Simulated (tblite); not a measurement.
# C3H9BN2S: the cost of one run

Programs: tblite 0.8.0 and PySCF 2.14.0, with density-fitted response routines of our own. Each step states its level of theory. These are calculated values for one molecule in the gas phase, unless marked as measured. Atoms count from 0, in the outputs and in this text.

## (1) The molecule as given

16 atoms, charge 0, multiplicity 1; geometry from: force field or distance geometry start.

Bonds of the start (Å): C0–C1 1.32, C1–C2 1.50, C1–S3 1.79, S3–B4 1.86, B4–N5 1.54, B4–N6 1.54, C0–H7 1.10, C0–H8 1.07, C2–H9 1.13, C2–H10 1.10, C2–H11 1.11, N5–H12 1.07, N5–H13 1.06, N6–H14 1.06, N6–H15 1.05.

## (2) Relaxing the molecule with GFN2-xTB

The job: settings as JSON, then the geometry in Å.

```
{"job": {"kind": "relax", "xc": "GFN2-xTB", "basis": "xTB"}, "charge": 0, "multiplicity": 1}
C     -1.382600     1.022900    -0.176700
C     -1.330500    -0.222300     0.259000
C     -2.604000    -0.944700     0.606000
S      0.219800    -1.097700     0.480900
B      1.677700    -0.034300     0.024900
N      3.005100    -0.783800    -0.160100
N      1.681300     1.450500     0.416000
H     -2.384500     1.463200    -0.265900
H     -0.526700     1.616100    -0.439300
H     -3.463700    -0.370300     0.156100
H     -2.672500    -0.971800     1.707100
H     -2.654500    -1.949100     0.146100
H      3.266800    -1.288100     0.745800
H      2.810900    -1.556600    -0.852700
H      1.835100     2.071700    -0.429000
H      2.514600     1.603400     1.037900
```

Launch:

```bash
$ OMP_NUM_THREADS=1 python probes_run.py task.json out
```

One launch serves the whole session: the jobs run in the order shown.

**Question.** How long does this first job take on 1 thread of Arm Neoverse N1, shared host, and how much memory does it need?

About 1.3 s, with a peak of 0.18 GiB.
